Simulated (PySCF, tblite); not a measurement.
# C3H6FO2S2 radical: geometry, infrared bands and EPR parameters

What infrared bands and EPR parameters should C3H6FO2S2 radical (`CS(=O)(=O)[CH]SCF`) show?

Computed with tblite 0.8.0 and PySCF 2.14.0, with density-fitted response routines of our own, on a single molecule in the gas phase. Atoms are numbered from 0 throughout.

**1. The starting structure**

14 atoms, charge 0, multiplicity 2; geometry from: force field or distance geometry start.

Bonds of the start (Å): C0–S1 1.77, S1–O2 1.45, S1–O3 1.45, S1–C4 1.75, C4–S5 1.73, S5–C6 1.81, C6–F7 1.36, C0–H8 1.09, C0–H9 1.10, C0–H10 1.08, C4–H11 1.08, C6–H12 1.09, C6–H13 1.09.

**2. Relaxing the molecule with GFN2-xTB**

Job settings and geometry (Å):

```
{"job": {"kind": "relax", "xc": "GFN2-xTB", "basis": "xTB"}, "charge": 0, "multiplicity": 2}
C     -1.760400     0.292500     0.564800
S     -0.909000     0.022200    -0.968400
O     -0.159400     1.222100    -1.276800
O     -1.873800    -0.506500    -1.908100
C      0.189000    -1.271700    -0.532200
S      1.909800    -1.214400    -0.367000
C      2.175600     0.405200     0.393700
F      1.281500     0.586600     1.404700
H     -2.524300     1.056000     0.387600
H     -2.253400    -0.635400     0.882200
H     -1.076200     0.643800     1.325900
H     -0.261600    -2.257900    -0.564200
H      3.171000     0.439100     0.845100
H      2.090600     1.218100    -0.323900
```

Run with:

```
$ OMP_NUM_THREADS=1 python probes_run.py task.json out
```

One launch serves the whole session: the jobs run in the order shown.

**Question.** This job is followed by: GFN2-xTB harmonic vibrations, gas phase; UKS B3LYP, pcH-1 on C F H O S, non-relativistic, mean-field spin-orbit, GIAO. What will the session give for the following? strongest single infrared mode (GFN2-xTB); zero-point energy (GFN2-xTB); g(iso) (B3LYP); ⟨S²⟩; largest a(iso) (averaged by class); potential on the surface of density 0.002 e/bohr³, 1st and 99th percentile.

As calculated:

| quantity | value |
| --- | --- |
| strongest single infrared mode (GFN2-xTB) | 1242 cm⁻¹, 329 km/mol |
| zero-point energy (GFN2-xTB) | 56.8 kcal/mol |
| g(iso) (B3LYP) | 2.00468 |
| ⟨S²⟩ | 0.754 (exact 0.75) |
| largest a(iso) (averaged by class) | 13C on C4, 123.5 MHz |
| potential on the surface of density 0.002 e/bohr³, 1st and 99th percentile | -1.68 V and 1.57 V |

In words: The optimisation took 81 steps and gained 0.178 eV; among the close pairs (by a distance rule), C4–S5 changed most, from 1.730 to 1.694 Å. No mode is imaginary among the 36: a minimum at this level. The strongest single mode, at 1242 cm⁻¹, is carried by S1, O3, O2, H12. GFN2-xTB is a fitted tight-binding method: band positions and strengths are rough. Its intensities can rank the bands wrongly. C4 carries the largest spin population, 0.73 e. The isotropic g lies 2.4 ppt above the free-electron value.
